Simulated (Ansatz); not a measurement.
# BFH3PSZn: the cost of one run

Program: Ansatz 0.2.0. Level of theory: RKS PBE-D4/def2-SVP. These are calculated values, not measurements.

**1. The system as given**

8 atoms, charge 0, spin multiplicity 1.

Atoms are counted from 1 here; the program's logs count them from 0.

Bond lengths: F1–B2 1.337 Å, B2–P3 1.962 Å, B2–S4 1.788 Å, P3–Zn5 2.640 Å, P3–H6 1.437 Å, P3–H7 1.432 Å, S4–Zn5 2.290 Å, Zn5–H8 1.543 Å. Angles: F1–B2–P3 123.5°, F1–B2–S4 124.2°, P3–B2–S4 112.3°, B2–P3–Zn5 76.4°, B2–P3–H6 109.6°, B2–P3–H7 98.9°, Zn5–P3–H6 150.4°, Zn5–P3–H7 110.4°, H6–P3–H7 97.5°, B2–S4–Zn5 89.6°, P3–Zn5–S4 78.0°, P3–Zn5–H8 126.8°, S4–Zn5–H8 155.2°.

Geometry (Å):

```xyz
8
charge 0, multiplicity 1
F    -2.3969   -0.6894    0.5130
B    -1.0964   -0.6271    0.2096
P    -0.0085    0.9904    0.4332
S    -0.1486   -1.9964   -0.4423
Zn    1.4494   -0.5231   -1.1645
H    -0.8660    2.1247    0.6400
H     0.3876    0.8031    1.7970
H     2.6794   -0.0822   -1.9860
```

**2. Relaxation**

File input.yaml:

```yaml
crystal:
  periodic: [false, false, false]
  atoms:
    - { symbol: F, position_ang: [-2.396866, -0.689366, 0.512983] }
    - { symbol: B, position_ang: [-1.09645, -0.627087, 0.209622] }
    - { symbol: P, position_ang: [-0.00854, 0.990432, 0.433183] }
    - { symbol: S, position_ang: [-0.148566, -1.996379, -0.442344] }
    - { symbol: Zn, position_ang: [1.449413, -0.523145, -1.164512] }
    - { symbol: H, position_ang: [-0.866045, 2.124674, 0.640022] }
    - { symbol: H, position_ang: [0.387601, 0.8031, 1.797009] }
    - { symbol: H, position_ang: [2.679442, -0.082229, -1.985952] }
basis:
  gaussian: { orbitals: def2-SVP }
hamiltonian:
  xc: pbe
  dispersion: d4
output:
  forces: true
relax:
  f_tol: 0.003
  max_steps: 120
```

Command:

```console
$ ansatz run input.yaml --threads 1 --pin off --max-ram 2560MiB --backend cpu --events-out ev --progress --plain --runs-dir out
```

What time and memory should one allow on 1 thread of Arm Neoverse V2, shared host?

About 19 s, with a peak of 0.18 GiB.
